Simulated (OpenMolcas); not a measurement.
**CH5Sb (SMILES [CH3][SbH2]): MP2/def2-SV(P) (core potential)**

We compute a geometry optimisation of CH5Sb. 

Program for the calculation: OpenMolcas 26.06.

### Step 1. The structure to begin with

CH5Sb: 7 atoms, total charge 0, spin state singlet. As SMILES, `[CH3][SbH2]`. The shape was changed from the relaxed one by the stated rule. The run starts from this shape.

Bond lengths: C1–Sb2 2.112 Å, C1–H3 0.929 Å, C1–H4 1.173 Å, C1–H5 0.998 Å, Sb2–H6 1.844 Å, Sb2–H7 1.776 Å. Angles: C1–Sb2–H6 100.5°, C1–Sb2–H7 96.9°, Sb2–C1–H3 116.0°, Sb2–C1–H4 111.7°, Sb2–C1–H5 116.4°, H6–Sb2–H7 93.5°, H3–C1–H4 104.6°, H3–C1–H5 108.0°, H4–C1–H5 98.1°.

### Step 2. A structure relaxation at MP2/def2-SV(P) (core potential)

File calc.input:

```
&GATEWAY
 BASLIB=$CurrDir
 COORD
 7
 angstrom
 C       -0.550334      -0.539300      -0.404857
 Sb       0.666918       0.139514       1.182152
 H       -0.476326      -1.440821      -0.618025
 H       -1.690441      -0.381605      -0.176173
 H       -0.503927      -0.017113      -1.253977
 H        0.410546       1.960314       1.048426
 H        2.193577       0.179008       0.276404
 BASIS=def2-SVP
 GROUP=NoSym
>>> EXPORT MOLCAS_MAXITER=40
>>> Do While

&SEWARD

&SCF
 PRORBITALS=0

&MBPT2
 FROZEN=5
 GRDT

&SLAPAF
>>> EndDo
```

The basis set def2-SV(P) is read from a file made from the Basis Set Exchange's data (not shown).

On the command line:

```sh
export MOLCAS_MEM=1860
pymolcas calc.input > calc.log
```

What values should one expect? Wanted: total energy at the end; dipole moment; HOMO energy; LUMO energy; HOMO–LUMO gap; correlation energy.

Computed results:

At MP2/def2-SV(P) (core potential), 5 core orbitals frozen:

| quantity | value |
| --- | --- |
| total energy at the end | -280.20174 Eh |
| dipole moment (mean-field density) | 0.67 D |
| HOMO energy (Hartree–Fock orbitals) | -9.26 eV |
| LUMO energy (Hartree–Fock orbitals) | 2.94 eV |
| HOMO–LUMO gap (Hartree–Fock orbitals) | 12.20 eV |
| correlation energy (5 core orbitals frozen) | -238.7 mEh |

In words: At the final geometry: Bond lengths: C1–Sb2 2.181 Å, C1–H3 1.103 Å, C1–H4 1.102 Å, C1–H5 1.101 Å, Sb2–H6 1.725 Å, Sb2–H7 1.725 Å. Angles: C1–Sb2–H6 94.2°, C1–Sb2–H7 94.3°, Sb2–C1–H3 108.8°, Sb2–C1–H4 109.0°, Sb2–C1–H5 111.2°, H6–Sb2–H7 91.8°, H3–C1–H4 108.7°, H3–C1–H5 109.6°, H4–C1–H5 109.5°. The optimisation took 35 steps and changed the energy by -1.299 eV. Mulliken charges of the mean-field density run from -0.67 on C1 to +0.30 on Sb2.
